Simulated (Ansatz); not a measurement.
# ClGeH2N: small, medium and large basis sets

How large a basis does ClGeH2N need? Two functionals are run in growing sets.

Program: Ansatz 0.2.0, Gaussian basis. Level of theory: one geometry, several basis sets. These are calculated values, not measurements.

Plan: PBE0-D4/def2-SVP; ωB97M-V/def2-SVP; PBE0-D4/def2-QZVPP; ωB97M-V/def2-QZVPP; the functionals' def2-TZVPP values are taken from earlier runs.

## (1) The relaxed structure

An earlier PBE0-D4 in a triple-zeta def2 set relaxation fixed the geometry.

SMILES `[NH2][Ge][Cl]`, 5 atoms, charge 0, spin multiplicity 1.

Atoms are counted from 1 here; the program's logs count them from 0.

Bond lengths: N1–Ge2 1.811 Å, N1–H4 1.009 Å, N1–H5 1.008 Å, Ge2–Cl3 2.209 Å. Angles: Ge2–N1–H4 124.3°, Ge2–N1–H5 122.4°, H4–N1–H5 113.4°, N1–Ge2–Cl3 95.7°.

Coordinates:

```mol
ClGeH2N
  3D, bonds by distance, orders not assigned

  5  4  0  0  0  0  0  0  0  0999 V2000
   -0.4935    0.2320   -0.4263 N   0  0
   -0.1106   -1.1709    0.6524 Ge  0  0
    1.8909   -0.4498    1.2487 Cl  0  0
    0.1284    1.0098   -0.5888 H   0  0
   -1.3653    0.3053   -0.9275 H   0  0
  1  2  8  0
  2  3  8  0
  1  4  8  0
  1  5  8  0
M  END
```

## (2) PBE0-D4 in def2-SVP

in.yaml

```yaml
crystal:
  periodic: [false, false, false]
  atoms:
    - {symbol: N, position_ang: [-0.493534, 0.232029, -0.426306]}
    - {symbol: Ge, position_ang: [-0.110574, -1.170914, 0.652377]}
    - {symbol: Cl, position_ang: [1.890921, -0.449756, 1.248701]}
    - {symbol: H, position_ang: [0.128420, 1.009775, -0.588818]}
    - {symbol: H, position_ang: [-1.365334, 0.305266, -0.927454]}
basis:
  gaussian: {orbitals: def2-SVP}
hamiltonian: {xc: pbe0, dispersion: d4}
output: {orbitals: {seedname: orbitals}}
```

Launch:

```sh
$ ansatz run in.yaml --threads 4 --pin off --events-out ev --progress --plain --max-ram 10444MiB
```

Further steps of the session: ωB97M-V in def2-SVP; PBE0-D4 in def2-QZVPP; ωB97M-V in def2-QZVPP.

Before running them: what should the planned runs give, taken together? Wanted: PBE0-D4: double and triple zeta above quadruple; ωB97M-V: double and triple zeta above quadruple.

As calculated:

| quantity | value |
| --- | --- |
| PBE0-D4: double and triple zeta above quadruple | 15.04, 1.69 eV |
| ωB97M-V: double and triple zeta above quadruple | 14.99, 1.64 eV |

In words: PBE0-D4 gains 13.35 eV from double to triple zeta, then 1.69 eV more. These are total energies; as a rule much of such shifts cancels in differences, which this series doesn't test.
